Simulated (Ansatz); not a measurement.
# Mo2Ru3: the cost of one run

Computed with Ansatz 0.2.0 (DFT PBE, scalar-relativistic, plane waves, PAW, unless a step's input says otherwise).

## 1. The starting structure

The structure is hexagonal, space group P6_3/mmc (No. 194). Conventional cell: a = 2.765 Å, b = 2.765 Å, c = 22.014 Å, α = 90.00°, β = 90.00°, γ = 120.00°. Mo (site symmetry 3m) is surrounded by 6 Ru at 2.70 to 2.74 Å and 6 Mo at 2.76 Å. Ru (site symmetry 3m) is surrounded by 3 Mo at 2.70 Å and 9 Ru at 2.70 to 2.76 Å. Ru (site symmetry -6m2) is surrounded by 6 Mo at 2.74 Å and 6 Ru at 2.76 Å.

Structure file:

```cif
data_structure
_symmetry_space_group_name_H-M 'P6_3/mmc'
_symmetry_Int_Tables_number 194
_cell_length_a 2.7646
_cell_length_b 2.7646
_cell_length_c 22.0135
_cell_angle_alpha 90.000
_cell_angle_beta 90.000
_cell_angle_gamma 120.000
_cell_volume 145.71
loop_
_atom_site_label
_atom_site_type_symbol
_atom_site_symmetry_multiplicity
_atom_site_Wyckoff_symbol
_atom_site_fract_x
_atom_site_fract_y
_atom_site_fract_z
_atom_site_occupancy
Mo1 Mo 4 f 0.33333 0.66667 0.64871 1
Ru1 Ru 4 f 0.33333 0.66667 0.04960 1
Ru2 Ru 2 c 0.33333 0.66667 0.25000 1
```

The start is the relaxed end of an invented cell (made as: elements ordered on the sites of the Sb type, Ru/Mo on Sb (P6_3/mmc, No. 194)), taken up again for a closer look.

## 2. The guess as it stands, on a coarse mesh

Input file input.yaml:

```yaml
crystal:
  lattice:
    - [2.7645907, 0.0, 0.0]
    - [-1.3822953, 2.3942058, 0.0]
    - [0.0, 0.0, 22.0135456]
  atoms:
    - { symbol: Mo, position: [0.3333333, 0.6666667, 0.648715] }
    - { symbol: Mo, position: [0.3333333, 0.6666667, 0.851285] }
    - { symbol: Mo, position: [0.6666667, 0.3333333, 0.148715] }
    - { symbol: Mo, position: [0.6666667, 0.3333333, 0.351285] }
    - { symbol: Ru, position: [0.3333333, 0.6666667, 0.049597] }
    - { symbol: Ru, position: [0.3333333, 0.6666667, 0.25] }
    - { symbol: Ru, position: [0.3333333, 0.6666667, 0.450403] }
    - { symbol: Ru, position: [0.6666667, 0.3333333, 0.75] }
    - { symbol: Ru, position: [0.6666667, 0.3333333, 0.950403] }
    - { symbol: Ru, position: [0.6666667, 0.3333333, 0.549597] }
basis:
  ecutwfc: 420
kpoints:
  mp_grid: { grid: [6, 6, 1] }
hamiltonian:
  xc: pbe
scf:
  occupations: { method: gaussian, width: 0.1 }
  lower_state_search: "off"
output:
  forces: true
  stress: true
  eigenvalues: true
```

Run with:

```console
ansatz run input.yaml --threads 4 --pin off --max-ram 8192MiB --backend cpu --events-out ev --progress --plain --runs-dir out
```

What time and memory should one allow on 4 threads of Intel Xeon Platinum 8259CL at 2.50GHz (Skylake/Cascade Lake), shared host?

About 5.4 s, with a peak of 0.66 GiB.
